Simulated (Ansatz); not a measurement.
# Al: the cost of one run

Computed with Ansatz 0.2.0 (DFT PBEsol, scalar-relativistic, unless a step's input says otherwise).

## (1) The system as given

It takes space group Fm-3m (No. 225, cubic). The conventional cell has a = 4.048 Å, b = 4.048 Å, c = 4.048 Å, α = 90.00°, β = 90.00°, γ = 90.00°. Around Al (site symmetry m-3m) lie 12 Al at 2.86 Å.

As a file:

```cif
data_structure
_symmetry_space_group_name_H-M 'P 1'
_symmetry_Int_Tables_number 1
_cell_length_a 2.8623
_cell_length_b 2.8623
_cell_length_c 2.8623
_cell_angle_alpha 60.000
_cell_angle_beta 60.000
_cell_angle_gamma 60.000
_cell_volume 16.58
loop_
_atom_site_label
_atom_site_type_symbol
_atom_site_fract_x
_atom_site_fract_y
_atom_site_fract_z
_atom_site_occupancy
Al1 Al 0.00000 0.00000 0.00000 1
```

The cell is a deposited one (Crystallography Open Database entry 4313206); the temperature and pressure of the measurement aren't taken into account, and nothing was relaxed.

## (2) LAPW, all electrons

input.yaml reads:

```yaml
crystal:
  lattice:
    - [0.0, 2.02398, 2.02398]
    - [2.02398, 0.0, 2.02398]
    - [2.02398, 2.02398, 0.0]
  atoms:
    - { symbol: Al, position: [0.0, 0.0, 0.0] }
kpoints:
  mp_grid: { grid: [14, 14, 14] }
  band_path:
    path:
      - [0.0, 0.0, 0.0]
      - [0.5, 0.0, 0.5]
      - [0.625, 0.25, 0.625]
      - [0.375, 0.375, 0.75]
      - [0.0, 0.0, 0.0]
      - [0.5, 0.5, 0.5]
      - [0.5, 0.25, 0.75]
      - [0.5, 0.0, 0.5]
    npoints: 14
scf:
  occupations: { method: fermi_dirac, width: 0.05 }
hamiltonian:
  xc: pbesol
  pseudopotentials: { kind: all_electron, lapw: { basis_error: 0.001 } }
output:
  forces: true
  stress: true
  eigenvalues: true
  fatbands: true
  populations: true
  dos: { projected: true, de: 0.2, e_range: [-14, 8] }
```

Launch:

```console
$ ansatz run input.yaml --threads 1 --pin off --max-ram 3072MiB --backend cpu --events-out ev --progress --plain --runs-dir out
```

What time and memory should one allow on 1 thread of Arm Neoverse V2, shared host?

About 3.4 s, with a peak of 0.2 GiB.
